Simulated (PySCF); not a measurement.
# The bond of SnI+, level by level

An exercise on one series of results from a longer session: the logs are not shown, and one member is left open.

Method: Sn cc-pVDZ-PP with ECP28, I cc-pVDZ-PP with ECP28, scalar-relativistic core potentials; program: PySCF 2.14.0.

The first run:

The job is set up so:

```
atoms                         : Sn, I
charge                        : 1
basis                         : Sn cc-pVDZ-PP with ECP28, I cc-pVDZ-PP with ECP28
Hamiltonian                   : scalar-relativistic core potentials
basis functions               : 46
electrons treated             : 46
masses in u                   : 119.9022, 126.9045
levels                        : PBE0, PBE, r²SCAN, LDA, r²SCAN0, revPBE, HSE06, HF, MP2, SCS-MP2, CCSD, CCSD(T)
grid                          : 80 radial by 434 angular points
occupations                   : held fixed by the projection of orbital angular momentum
dissociation limit            : Sn+ + I, each in its ground configuration
starting distance in angstrom : 2.760
values of 2S to try           : 0, 2
```

Command:

```sh
$ OMP_NUM_THREADS=1 python dia.py task.json out
```

Steps of the session up to this table: Set-up; The PBE0 curve of the state that the search chose; Higher solutions at PBE0; PBE; r²SCAN; LDA; r²SCAN0 (hybrid meta-GGA); revPBE (GGA); HSE06; RHF; Adding correlation.

One table of the session follows, with a row left open; its other results are not shown here.

It belongs to the step «The curves together». Energy (eV) from each level's lowest point:

```
R (Å)    RHF  RHF-MP2  RHF-SCS-MP2  RHF-CCSD  RHF-CCSD(T)
2.255  1.453    1.473        1.498       n/a          n/a
2.360  0.640    0.650        0.668     0.674        0.700
2.465  0.200    0.203        0.214     0.218        0.235
2.543  0.045    0.045        0.051     0.053        0.062
2.622  0.000    0.000        0.000     0.000        0.000
2.701      ?        ?            ?         ?            ?
2.805  0.183    0.189        0.174     0.166        0.144
2.937  0.463    0.478        0.451     0.433        0.395
3.094  0.881    0.908        0.866     0.832        0.773
3.304  1.486    1.530        1.462       n/a          n/a
```

Q: Estimate the row for R (Å) = 2.701 from the others.

Worked estimate for «RHF». A straight line through the neighbours (2.622, 0.000) and (2.805, 0.183) gives 0.000 + (0.183 − 0.000) × (2.701 − 2.622) / (2.805 − 2.622) = 0.079; a parabola fitted to 4 rows on both sides gives 0.047.

**Answer.** RHF: 0.038; RHF-MP2: 0.040; RHF-SCS-MP2: 0.034; RHF-CCSD: 0.031; RHF-CCSD(T): 0.022. In «RHF» the line misses by +0.041 and the parabola by +0.009.
